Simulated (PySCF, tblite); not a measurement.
**C7H4FN− (doublet): geometry, infrared bands and EPR parameters**

Wanted: the infrared bands and EPR parameters of C7H4FN− (doublet) (`[N-]=[C]C1=C[C@@H]2C=C(F)[C@H]12`), by calculation.

Programs: tblite 0.8.0 and PySCF 2.14.0, with density-fitted response routines of our own. Each step states its level of theory. These are calculated values for one molecule in the gas phase, unless marked as measured. Atoms are numbered from 0 throughout.

### Step 1. The molecule as given

13 atoms, charge -1, multiplicity 2; geometry from: force field or distance geometry start.

Bonds of the start (Å): N0–C1 1.48, C1–C2 1.52, C2–C3 1.36, C3–C4 1.51, C4–C5 1.51, C5–C6 1.34, C6–F7 1.34, C6–C8 1.52, C8–C2 1.52, C8–C4 1.55, C3–H9 1.08, C4–H10 1.10, C5–H11 1.08, C8–H12 1.08.

### Step 2. Optimising the geometry with GFN2-xTB

The job: settings as JSON, then the geometry in Å.

```
{"job": {"kind": "relax", "xc": "GFN2-xTB", "basis": "xTB"}, "charge": -1, "multiplicity": 2}
N      2.733300    -2.875100     0.895200
C      1.882800    -1.726000     0.525800
C      1.015600    -0.532600     0.157600
C      1.116500     0.805100     0.354700
C     -0.177400     1.111200    -0.350600
C     -1.463700     1.006700     0.432100
C     -1.581600    -0.316700     0.226000
F     -2.492400    -1.222000     0.614000
C     -0.301700    -0.410300    -0.588700
H      1.848900     1.420800     0.864400
H     -0.153300     1.738700    -1.254300
H     -2.062100     1.733400     0.970600
H     -0.369300    -0.732600    -1.621500
```

Started as:

```
> OMP_NUM_THREADS=1 python probes_run.py task.json out
```

The driver reads the jobs from task.json and runs them one after another.

**Question.** This job is followed by: GFN2-xTB harmonic vibrations, gas phase; UKS B3LYP, pcH-1 on C F H N, non-relativistic, mean-field spin-orbit, GIAO. Predict these results of the whole session: strongest single infrared mode (GFN2-xTB); zero-point energy (GFN2-xTB); g(iso) (B3LYP); ⟨S²⟩; largest a(iso).

**Answer**, as computed:

| quantity | value |
| --- | --- |
| strongest single infrared mode (GFN2-xTB) | 2237 cm⁻¹, 1008 km/mol |
| zero-point energy (GFN2-xTB) | 52.3 kcal/mol |
| g(iso) (B3LYP) | 2.00286 |
| ⟨S²⟩ | 0.756 (exact 0.75) |
| largest a(iso) | 13C on C3, 95.0 MHz |

**Reading.** Over 57 steps the energy fell by 3.408 eV; of the close pairs, N0–C1 changed most, 1.477 to 1.172 Å. All 33 modes are real, so the xTB geometry is a minimum. The strongest single mode, at 2237 cm⁻¹, moves mainly C1 and N0. Unscaled tight-binding wavenumbers are off by several per cent, some by more. Its intensities can rank the bands wrongly. C3 carries the largest spin population, 0.50 e. The isotropic g lies 0.5 ppt above the free-electron value.
